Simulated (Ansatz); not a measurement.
# CuF: the cost of one run

The runs use Ansatz 0.2.0, Gaussian basis; def2-TZVPP, core rule «outside noble gas», up to 10 orbitals frozen.

Plan: UHF; CCSD(T) on RHF; CCSDT(Q) on RHF; CASSCF and NEVPT2, 2 electrons in 2 orbitals.

3 further runs of the same task are left out: 3 for a known fault of the program. Runs told in other sessions of the task aren't counted.

### 1 The geometry

The geometry derives from a PBE0/def2-TZVP stationary point (not a proven minimum). One bond is set to the value named and the two fragments are kept rigid.

2 atoms, charge 0, spin multiplicity 1.

Atoms are counted from 1 here; the program's logs count them from 0.

Bond lengths: Cu1–F2 1.978 Å.

Geometry (Å):

```
Cu    0.00000    0.00000    0.00000
F     0.00000    0.00000    1.97800
```

### 2 UHF

in.yaml reads:

```yaml
crystal:
  periodic: [false, false, false]
  atoms:
    - {symbol: Cu, position_ang: [0.000000, 0.000000, 0.000000]}
    - {symbol: F, position_ang: [0.000000, 0.000000, 1.978000]}
basis:
  gaussian: {orbitals: def2-TZVPP}
magnetization: {spin_polarized: true, initial_magnetization: 0}
hamiltonian: {xc: hf}
output: {orbitals: {seedname: orbitals}}
```

On the command line:

```sh
$ ansatz run in.yaml --threads 1 --pin off --events-out ev --progress --plain --max-ram 2816MiB --backend cpu
```

Q: Estimate wall time and peak memory on 1 thread of AMD EPYC 7R13, shared host.

About 7 s, with a peak of 0.3 GiB.
